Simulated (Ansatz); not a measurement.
**BGaH₆SSi: small, medium and large basis sets**

One table from this session's results is given with a row withheld; the runs are named, their logs left out.

Method: one geometry, several basis sets; program: Ansatz 0.2.0, Gaussian basis.

Levels to be run: PBE0-D4/def2-SVP; ωB97M-V/def2-SVP; PBE0-D4/def2-QZVPP; ωB97M-V/def2-QZVPP; the functionals' def2-TZVPP values are taken from earlier runs.

**Structure used throughout**

An earlier PBE0-D4 in a triple-zeta def2 set relaxation fixed the geometry.

SMILES `B[S][GaH][SiH3]`, 10 atoms, charge 0, spin multiplicity 1.

Atoms are counted from 1 here; the program's logs count them from 0.

Bond lengths: B1–S2 1.779 Å, B1–H5 1.194 Å, B1–H6 1.196 Å, S2–Ga3 2.237 Å, Ga3–Si4 2.409 Å, Ga3–H7 1.569 Å, Si4–H8 1.488 Å, Si4–H9 1.489 Å, Si4–H10 1.487 Å. Angles: S2–B1–H5 117.4°, S2–B1–H6 121.8°, H5–B1–H6 120.7°, B1–S2–Ga3 101.7°, S2–Ga3–Si4 118.7°, S2–Ga3–H7 112.9°, Si4–Ga3–H7 128.5°, Ga3–Si4–H8 110.4°, Ga3–Si4–H9 110.2°, Ga3–Si4–H10 110.5°, H8–Si4–H9 108.4°, H8–Si4–H10 108.8°, H9–Si4–H10 108.4°.

Set-up of the first run:

Contents of in.yaml:

```yaml
crystal:
  periodic: [false, false, false]
  atoms:
    - {symbol: B, position_ang: [-0.552028, 1.856537, -1.004115]}
    - {symbol: S, position_ang: [0.920494, 1.210795, -1.765892]}
    - {symbol: Ga, position_ang: [1.266844, -0.651197, -0.574954]}
    - {symbol: Si, position_ang: [-0.275797, -1.196467, 1.193024]}
    - {symbol: H, position_ang: [-0.993374, 2.877114, -1.438062]}
    - {symbol: H, position_ang: [-1.087203, 1.298350, -0.092270]}
    - {symbol: H, position_ang: [2.538895, -1.444158, -1.039696]}
    - {symbol: H, position_ang: [-1.649107, -1.371047, 0.648699]}
    - {symbol: H, position_ang: [0.131294, -2.464221, 1.858494]}
    - {symbol: H, position_ang: [-0.300018, -0.115717, 2.214772]}
basis:
  gaussian: {orbitals: def2-SVP}
hamiltonian: {xc: pbe0, dispersion: d4}
output: {orbitals: {seedname: orbitals}}
```

Launch:

```console
$ ansatz run in.yaml --threads 2 --pin off --events-out ev --progress --plain --max-ram 32768MiB --backend cpu
```

Among the steps run: PBE0-D4 in def2-SVP; ωB97M-V in def2-SVP; PBE0-D4 in def2-QZVPP; ωB97M-V in def2-QZVPP.

One table of the session follows, with a row left open; its other results are not shown here.

It belongs to the step «Functionals by basis». 

| functional | basis | HOMO (eV) | LUMO (eV) |
| --- | --- | --- | --- |
| PBE0-D4 | def2-SVP | -7.72 | -2.23 |
| PBE0-D4 | def2-TZVPP | ? | ? |
| PBE0-D4 | def2-QZVPP | -7.72 | -2.27 |
| ωB97M-V | def2-SVP | -9.68 | -0.44 |
| ωB97M-V | def2-TZVPP | -9.71 | -0.50 |
| ωB97M-V | def2-QZVPP | -9.72 | -0.57 |

Estimate the missing values for PBE0-D4, def2-TZVPP.

As computed: HOMO (eV): -7.71; LUMO (eV): -2.25. In the column «HOMO (eV)» it is the highest.
